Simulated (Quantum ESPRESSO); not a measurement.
# AlSn: zone-centre phonons under several settings

```
Sn Al
1.0
     4.19811    0.00000    0.00000
    -2.09905    3.63567    0.00000
     0.00000    0.00000    3.30685
Sn Al
1 1
Direct
  0.33333 0.66667 0.50000
  0.00000 0.00000 0.00000
```

The cell comes from a database or a generator and needn't be the stable form of this composition.

All runs used Quantum ESPRESSO 7.5; k mesh 7 × 7 × 8; relaxed cell; no spin polarisation.

| level | potentials | cutoff (eV) | occupations | volume (Å³/atom) | lowest optical mode without the field (cm⁻¹) | highest optical mode without the field (cm⁻¹) |
| --- | --- | --- | --- | --- | --- | --- |
| PBEsol | PseudoDojo 0.4.1 SR PBEsol standard | 980 | gaussian, width 0.272 eV | 24.35 | 154 | 221 |
| PBE | SPMS 1.0 PBE | 884 | cold, width 0.136 eV | 25.37 | 144 | 217 |
| LDA | JTH 2.0 LDA | 707 | gaussian, width 0.2 eV | ? | ? | ? |

Question: What stands in the row left open?

Answer: Volume 23.63 Å³/atom; lowest optical mode without the field 157 cm⁻¹; highest optical mode without the field 223 cm⁻¹.

Caveats: the mesh is thin for the phonons of a metal.

For the row left open. Caveat: the mesh is thin for the phonons of a metal.
